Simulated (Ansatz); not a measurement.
Geometry optimisation, Ansatz, DFT PBE-D3(BJ), scalar-relativistic, plane waves, PAW.

Input:

```yaml
crystal:
  lattice:
    - [0.0, 4.5627, 4.5627]
    - [4.5627, 0.0, 4.5627]
    - [4.5627, 4.5627, 0.0]
  atoms:
    - { symbol: Zr, position: [0.0, 0.0, 0.0] }
    - { symbol: "N", position: [0.25, 0.25, 0.25] }
    - { symbol: Zr, position: [0.0, 0.0, 0.5] }
    - { symbol: "N", position: [0.25, 0.25, 0.75] }
    - { symbol: Zr, position: [0.0, 0.5, 0.0] }
    - { symbol: "N", position: [0.25, 0.75, 0.25] }
    - { symbol: Zr, position: [0.0, 0.5, 0.5] }
    - { symbol: "N", position: [0.25, 0.75, 0.75] }
    - { symbol: Zr, position: [0.5, 0.0, 0.0] }
    - { symbol: "N", position: [0.75, 0.25, 0.25] }
    - { symbol: Zr, position: [0.5, 0.0, 0.5] }
    - { symbol: "N", position: [0.75, 0.25, 0.75] }
    - { symbol: Zr, position: [0.5, 0.5, 0.0] }
    - { symbol: "N", position: [0.75, 0.75, 0.25] }
    - { symbol: Zr, position: [0.5, 0.5, 0.5] }
    - { symbol: "N", position: [0.75, 0.75, 0.75] }
    - { symbol: P, position: [0.63135688, 0.11595078, 0.13434527] }
basis:
  ecutwfc: 420.0
kpoints:
  mp_grid: { grid: [3, 3, 3] }
hamiltonian:
  xc: pbe
  dispersion: d3bj
  pseudopotentials: { kind: paw, azcp: { folder: soft_1 } }
scf:
  occupations: { method: gaussian, width: 0.05 }
  lower_state_search: "off"
relax:
  f_tol: 0.03
  max_steps: 60
  adjacent_minimum: "off"
output:
  write_density: true
  write_potential: true
  elf: true
  volumetric_format: npy
```

Run as:

```bash
$ ansatz run input.yaml --threads 4 --pin off --max-ram 10240MiB --backend cpu --events-out ev --progress --plain --runs-dir out
```

Question: Where does it end, and by what steps?

Answer: The run converged. Limits of this set-up: coarse k mesh, odd electron count without spin, a small cell, in which the defect meets its images, a typed lattice constant that wasn't relaxed here. After 9 steps the energy has fallen by 6.899 eV; P17 moved furthest, 0.43 Å. The start is strongly strained (largest force component 9 eV/Å).

```csv
step,energy less start (eV),largest force component (eV/Å),accepted
0,0.0000,8.609,yes
1,-5.6555,2.040,yes
2,-6.4703,0.676,yes
3,-6.5842,0.635,yes
4,-6.6726,0.399,yes
5,-6.7301,0.353,yes
6,-6.7574,0.890,yes
7,-6.8848,0.217,yes
8,-6.8989,0.073,yes
9,-6.8995,0.011,yes
```

```xyz
17
Lattice="0.0000 4.5627 4.5627 4.5627 0.0000 4.5627 4.5627 4.5627 0.0000" Properties=species:S:1:pos:R:3
Zr -0.111 0.115 0.271
N 2.421 2.147 2.214
Zr 2.316 2.250 0.034
N 4.697 4.432 2.414
Zr 2.274 -0.005 2.291
N 4.557 2.315 4.533
Zr 4.573 2.295 2.290
N 6.815 4.573 4.533
Zr -0.113 2.010 2.168
N 2.421 4.634 4.701
Zr 2.553 4.678 2.169
N 4.496 6.709 4.701
Zr 2.285 2.284 4.565
N 4.455 4.678 6.736
Zr 4.573 4.558 4.554
N 6.815 6.878 6.838
P 0.868 3.693 3.149
```

Whether the end is a true minimum wasn't checked by a vibrational analysis.

Time of the run: 52 s on 4 threads of Arm Neoverse V2, with other jobs on the host, peak memory 0.83 GiB.
